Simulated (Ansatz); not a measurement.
This script makes an atomisation energy of C₂H₈GeS, SMILES C[S][GeH2][CH3] with the Ansatz DFT code, driven from Python.

Script `run_tae.py`:
```python
"""Energy to split C2H8GeS into its atoms."""

from collections import Counter

import ansatz as az


def total_energy(molecule, charge=0, unpaired=0):
    calc = molecule.calculation().basis(gaussian="def2-SVP").functional("r2scan0")
    if charge:
        calc = calc.charge(charge)
    if unpaired:
        calc = calc.spin("collinear", total=unpaired)
    return calc.run(threads=1, pin="off").report["free_energy_ev"]

geometry_ang = [
    ("C", [0.4027, 1.926, 0.2727]),
    ("S", [-0.7122, 1.3733, -1.0903]),
    ("Ge", [-1.0805, -0.6128, -0.1658]),
    ("C", [0.6499, -1.6694, -0.2596]),
    ("H", [0.6628, 3.0078, 0.028]),
    ("H", [-0.2011, 1.968, 1.2205]),
    ("H", [1.2908, 1.3429, 0.3415]),
    ("H", [-2.1423, -1.3305, -0.9204]),
    ("H", [-1.4565, -0.4193, 1.3736]),
    ("H", [0.3811, -2.6908, 0.1765]),
    ("H", [0.8842, -1.7641, -1.2941]),
    ("H", [1.3981, -1.1862, 0.3516]),
]
geometry = az.Crystal.molecule()
for symbol, xyz in geometry_ang:
    geometry = geometry.atom(symbol, xyz)

# unpaired electrons of the ground-state atoms
unpaired = {"C": 2, "S": 2, "Ge": 2, "H": 1}
counts = Counter(site.symbol for site in geometry.cartesian_sites)
atom_energy = {s: total_energy(az.Crystal.molecule().atom(s, (0, 0, 0)), 0, unpaired[s]) for s in counts}
whole = total_energy(geometry, 0, 0)
for s, e in atom_energy.items():
    print(f"{s:2s} x{counts[s]}  {e:14.5f} eV")
print(f"C2H8GeS: {whole:.5f} eV")
split = sum(counts[s] * e for s, e in atom_energy.items()) - whole
print(f"atomisation energy (no zero-point term): {split:.3f} eV, {split / sum(counts.values()):.3f} eV an atom")
```

What does it cost to take this molecule apart into atoms?

41.397 eV from the electronic energies, without the zero-point term.

What the script printed:

```console
$ python run_tae.py
C  x2     -1028.27257 eV
S  x1    -10828.75522 eV
Ge x1    -56508.00678 eV
H  x8       -13.58464 eV
C2H8GeS: -69543.38126 eV
atomisation energy (no zero-point term): 41.397 eV, 3.450 eV an atom
```

Reading the output:
- Total energies depend on the basis set; only differences at equal settings carry meaning.
- The geometry is a force-field or estimated start, not a minimum of this method, and the basis set is short of its limit. All parts are taken at fixed geometry, without zero-point energy.
- Hardware and time: 11 s on 1 thread of Intel(R) Xeon(R) Platinum 8259CL CPU @ 2.50GHz (Skylake/Cascade Lake), on a shared host, peak memory 0.36 GiB.

(Lines on the test bed's own set-up are left out of the output.)
